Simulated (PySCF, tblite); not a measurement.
# C5H8AlClS2: geometry, infrared bands and NMR shifts

Aim: predict the infrared bands and NMR shifts of C5H8AlClS2 (`[Cl][Al]1[S]C[C@H](C2CC2)[S]1`).

The runs use tblite 0.8.0 and PySCF 2.14.0, with density-fitted response routines of our own; the level of theory stands in each step. All values are computed, except where a source is named. Atoms are numbered from 0 throughout.

## (1) Starting geometry

17 atoms, charge 0, multiplicity 1; geometry from: force field or distance geometry start.

Bonds of the start (Å): Cl0–Al1 2.22, Al1–S2 2.30, S2–C3 1.81, C3–C4 1.50, C4–C5 1.50, C5–C6 1.51, C6–C7 1.52, C4–S8 1.82, S8–Al1 2.30, C7–C5 1.51, C3–H9 1.13, C3–H10 1.11, C4–H11 1.12, C5–H12 1.09, C6–H13 1.12, C6–H14 1.12, C7–H15 1.12, C7–H16 1.09.

## (2) Geometry optimisation with GFN2-xTB

What the job is given:

```
{"job": {"kind": "relax", "xc": "GFN2-xTB", "basis": "xTB"}, "charge": 0, "multiplicity": 1}
Cl     1.705400     3.649600     1.336900
Al     2.042200     1.465500     1.171600
S      2.258600     0.282000    -0.785000
C      1.613000    -1.273500    -0.116600
C      0.295800    -1.007200     0.559600
C     -0.740400    -0.349200    -0.310000
C     -2.048600    -0.088000     0.403000
C     -1.176700     1.070200    -0.041400
S      0.617500    -0.088700     2.099500
H      2.338100    -1.750800     0.607900
H      1.495000    -2.004800    -0.943500
H     -0.117800    -1.999700     0.875200
H     -0.848000    -0.642200    -1.355100
H     -2.991800    -0.263600    -0.182700
H     -2.100300    -0.336100     1.494000
H     -1.644200     1.643700    -0.876700
H     -0.704700     1.704800     0.703000
```

On the command line:

```console
$ OMP_NUM_THREADS=1 python probes_run.py task.json out
```

One launch serves the whole session: the jobs run in the order shown.

**Question.** This job is followed by: GFN2-xTB harmonic vibrations, gas phase; GIAO PBE0/pcSseg-1 NMR shielding, non-relativistic, gas phase. Predict these results of the whole session: strongest single infrared mode (GFN2-xTB); zero-point energy (GFN2-xTB); ¹³C shifts against TMS (PBE0/pcSseg-1); ¹H shifts against TMS (PBE0/pcSseg-1); ³⁵Cl shifts against HCl (PBE0/pcSseg-1); ²⁷Al shifts against AlH4- (PBE0/pcSseg-1); ³³S shifts against CS2 (PBE0/pcSseg-1); surface potential, 1st and 99th percentile.

**Answer**, as computed:

| quantity | value |
| --- | --- |
| strongest single infrared mode (GFN2-xTB) | 2914 cm⁻¹, 145 km/mol |
| zero-point energy (GFN2-xTB) | 76.0 kcal/mol |
| ¹³C shifts against TMS (PBE0/pcSseg-1) | 52.8, 47.1, 17.6, 8.6, 0.5 ppm |
| ¹H shifts against TMS (PBE0/pcSseg-1) | 4.02, 3.32, 3.22, 0.79, 0.78, 0.34, 0.29, 0.05 ppm |
| ³⁵Cl shifts against HCl (PBE0/pcSseg-1) | -13 ppm |
| ²⁷Al shifts against AlH4- (PBE0/pcSseg-1) | 142.4 ppm |
| ³³S shifts against CS2 (PBE0/pcSseg-1) | -145, -147 ppm |
| surface potential, 1st and 99th percentile | -0.85 V and 1.83 V |

What this shows: Over 97 steps the energy fell by 1.077 eV; of the close pairs, Cl0–Al1 changed most, 2.216 to 2.014 Å. All 45 modes are real, so the xTB geometry is a minimum. GFN2-xTB is a fitted tight-binding method: band positions and strengths are rough. Its intensities can rank the bands wrongly. At PBE0/pcSseg-1: The widest tensor belongs to Cl0: span 193 ppm, with a paramagnetic part of -185 ppm. By nearest atom (PBE0/pcSseg-1), the HOMO sits on S2 61 %; S8 19 % and the LUMO on Al1 34 %; H16 22 %.
